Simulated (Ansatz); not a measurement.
# Cl2GaH3N: the cost of one run

Method: UKS B3LYP-D4/def2-SVP, in Ansatz 0.2.0.

### Step 1. The starting structure

Bond lengths: Ga1–Cl2 2.490 Å, Ga1–N3 1.930 Å, N3–H4 1.060 Å, N3–H5 1.060 Å, Ga1–Cl6 2.240 Å. Angles: Cl2–Ga1–N3 120.0°, Cl2–Ga1–Cl6 120.0°, N3–Ga1–Cl6 120.0°, Ga1–N3–H4 120.0°, Ga1–N3–H5 120.0°, H4–N3–H5 120.0°.

Coordinates:

```xyz
7

Ga    0.0000    0.0000    0.0000
Cl    0.0000    0.0000    2.4900
N     1.6714    0.0000   -0.9650
H     2.1380   -0.9179   -1.2168
H     2.1227    0.9179   -1.2432
Cl   -1.9398    0.0000   -1.1200
H     0.0000    0.0000    4.1600
```

### Step 2. Pulling towards end A

Springs on the bonds that form and break draw the guess towards this end; the thresholds are loose.

input.yaml reads:

```yaml
crystal:
  periodic: [false, false, false]
  atoms:
    - { symbol: Ga, position_ang: [0.0, 0.0, 0.0] }
    - { symbol: Cl, position_ang: [0.0, 0.0, 2.49] }
    - { symbol: "N", position_ang: [1.6714, 0.0, -0.965] }
    - { symbol: H, position_ang: [2.138, -0.9179, -1.2168] }
    - { symbol: H, position_ang: [2.1227, 0.9179, -1.2432] }
    - { symbol: Cl, position_ang: [-1.9398, 0.0, -1.12] }
    - { symbol: H, position_ang: [0.0, 0.0, 4.16] }
magnetization:
  spin_polarized: true
  initial_magnetization: 1
basis:
  gaussian: { orbitals: def2-SVP }
hamiltonian:
  xc: b3lyp
  dispersion: d4
relax:
  f_tol: 0.15
  max_steps: 25
  restrain:
    - { distance: [1, 6], at: 2.57, k: 30.0 }
    - { distance: [0, 1], at: 2.24, k: 30.0 }
output:
  orbitals: {}
```

Command:

```sh
$ ansatz run input.yaml --threads 4 --pin off --max-ram 5120MiB --backend cpu --events-out ev --progress --plain --runs-dir out
```

Q: Estimate wall time and peak memory on 4 threads of Intel Xeon Platinum 8259CL at 2.50GHz (Skylake/Cascade Lake), shared host.

About 33 s, with a peak of 0.35 GiB.
